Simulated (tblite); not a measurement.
# C5H9FSeSi: the cost of one run

The runs use tblite 0.8.0 and PySCF 2.14.0, with density-fitted response routines of our own; the level of theory stands in each step. All values are computed, except where a source is named. Atoms count from 0, in the outputs and in this text.

### 1 Starting geometry

17 atoms, charge 0, multiplicity 1; geometry from: force field or distance geometry start.

Bonds of the start (Å): C0–C1 1.21, C1–C2 1.48, C2–F3 1.40, C2–C4 1.47, C4–C5 1.48, C2–Si6 1.85, Si6–Se7 2.26, C0–H8 1.07, C4–H9 1.12, C4–H10 1.11, C5–H11 1.09, C5–H12 1.13, C5–H13 1.14, Si6–H14 1.47, Si6–H15 1.49, Se7–H16 1.52.

### 2 Optimising the geometry with GFN2-xTB

What the job is given:

```
{"job": {"kind": "relax", "xc": "GFN2-xTB", "basis": "xTB"}, "charge": 0, "multiplicity": 1}
C     -1.895400    -1.513200     1.233900
C     -1.033200    -1.196500     0.445100
C      0.035500    -0.833200    -0.514500
F      0.345100    -2.007400    -1.206000
C      1.236800    -0.446500     0.234300
C      1.145500     0.698800     1.169200
Si    -0.584600     0.331700    -1.813000
Se    -0.714100     2.494200    -1.186300
H     -2.673600    -1.769300     1.916300
H      2.051000    -0.206400    -0.492000
H      1.594500    -1.340500     0.794400
H      0.845500     1.662600     0.760400
H      0.573900     0.460800     2.112300
H      2.207100     0.863500     1.547800
H      0.158500     0.195200    -3.073300
H     -1.975000    -0.117700    -2.117600
H     -1.324600     2.735900     0.179200
```

Run with:

```sh
OMP_NUM_THREADS=1 python probes_run.py task.json out
```

This one command runs all jobs of the session in turn.

**Question.** How long does this first job take on 1 thread of Arm Neoverse V1, shared host, and how much memory does it need?

About 1.1 s, with a peak of 0.17 GiB.
